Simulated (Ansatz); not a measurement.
Wanted: the native input for an Ansatz 0.2.0 run.

* Task: band structure
* Functional: BLYP
* Potentials or basis: all-electron LAPW, scalar-relativistic
* Cutoff: 342 eV (chosen from the basis error)
* Basis error allowed: 0.002 eV/atom
* k mesh: 5 × 5 × 4
* Occupations: fermi-dirac, width 0.05 eV
* Spin: collinear spin, ferromagnetic start
* Starting moments: [1.0, 1.0, 0.0, 0.6, 0.0] μB

The system is NiMoIrPdW.

```
Ni Mo Pd Ir W
1.0
     4.14670    0.00000    0.00000
    -2.07335    3.59115    0.00000
     0.00000    0.00000    5.41629
Ni Mo Pd Ir W
1 1 1 1 1
Direct
  0.00000 0.00000 0.02221
  0.66667 0.33333 0.45996
  0.33333 0.66667 0.74601
  0.33333 0.66667 0.25641
  0.66667 0.33333 0.99985
```

The cell was built by a generator and needn't be a form met in nature.

These files were run (other wordings do the same):

input.yaml

```yaml
crystal:
  lattice:
    - [4.1467, 0.0, 0.0]
    - [-2.07335, 3.59115, 0.0]
    - [0.0, 0.0, 5.41629]
  atoms:
    - { symbol: Ni, position: [0.0, 0.0, 0.02221], spin: 1.0 }
    - { symbol: Mo, position: [0.66667, 0.33333, 0.45996], spin: 1.0 }
    - { symbol: Pd, position: [0.33333, 0.66667, 0.74601] }
    - { symbol: Ir, position: [0.33333, 0.66667, 0.25641], spin: 0.6 }
    - { symbol: W, position: [0.66667, 0.33333, 0.99985] }
kpoints:
  mp_grid: { grid: [5, 5, 4] }
  band_path:
    path:
      - [0.0, 0.0, 0.0]
      - [0.5, 0.0, 0.0]
      - [0.3333333333, 0.3333333333, 0.0]
      - [0.0, 0.0, 0.0]
      - [0.0, 0.0, 0.5]
      - [0.5, 0.0, 0.5]
      - [0.3333333333, 0.3333333333, 0.5]
      - [0.0, 0.0, 0.5]
    npoints: 12
scf:
  occupations: { method: fermi_dirac, width: 0.05 }
hamiltonian:
  xc: blyp
  pseudopotentials: { kind: all_electron, lapw: { basis_error: 0.002 } }
magnetization:
  spin_polarized: true
output:
  forces: true
  stress: true
  eigenvalues: true
```

Potentials or basis: all-electron LAPW, scalar-relativistic.

The run is started by

```console
$ ansatz run input.yaml --threads 8 --pin off --max-ram 24576MiB --backend cpu --events-out ev --progress --plain --runs-dir out
```

It gave:

```yaml
Pressure: 9.7 GPa
Largest_force: 0.355 eV/Å
Band_gap_along_the_path: none (metal or under the smearing width)
Net_moment: 0.00 μB per cell
Absolute_moment: 0.00 μB per cell
```

Caveat: the k mesh is thin for a metal, which can move the energy by tens of meV per atom; spin-orbit coupling is left out, which moves the levels of the heavy elements; the starting moments weren't kept.

It took 51 s on 8 threads of Intel(R) Xeon(R) 6975P-C (Granite Rapids), on a shared host, peak memory 1.6 GiB.
